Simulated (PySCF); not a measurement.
# CH5FOSi: the cost of one run

Programs: PySCF 2.14.0, with density-fitted response routines of our own. Each step states its level of theory. These are calculated values for one molecule in the gas phase, unless marked as measured. Atoms count from 0, in the outputs and in this text.

## (1) Starting geometry

9 atoms, charge 0, multiplicity 1; geometry from: GFN2-xTB. The atoms were then displaced at random by about 0.01 Å, so the start is not that level's minimum.

Bonds of the start (Å): C0–O1 1.38, O1–Si2 1.59, Si2–F3 1.62, C0–H4 1.12, C0–H5 1.09, C0–H6 1.07, Si2–H7 1.47, Si2–H8 1.48.

## (2) Optimising the geometry at PBE0-D3(BJ)/def2-SVP

Job settings and geometry (Å):

```
{"job": {"xc": "PBE0", "basis": "def2-SVP", "d3": "d3bj", "grid": 1, "shake": 0.01, "kind": "geom"}, "charge": 0, "multiplicity": 1}
C     -1.343050     0.007560    -0.278580
O     -0.122360     0.647040    -0.143300
Si     1.297260     0.089540     0.312830
F      1.814410    -1.098060    -0.663220
H     -2.049540     0.750540    -0.738030
H     -1.755610    -0.272930     0.687360
H     -1.282760    -0.844270    -0.931090
H      2.171720     1.246320     0.073610
H      1.327740    -0.542900     1.646690
```

Started as:

```
$ OMP_NUM_THREADS=1 python probes_run.py task.json out
```

This one command runs all jobs of the session in turn.

**Question.** How long does this first job take on 1 thread of Arm Neoverse V1, shared host, and how much memory does it need?

About 24 s, with a peak of 0.35 GiB.
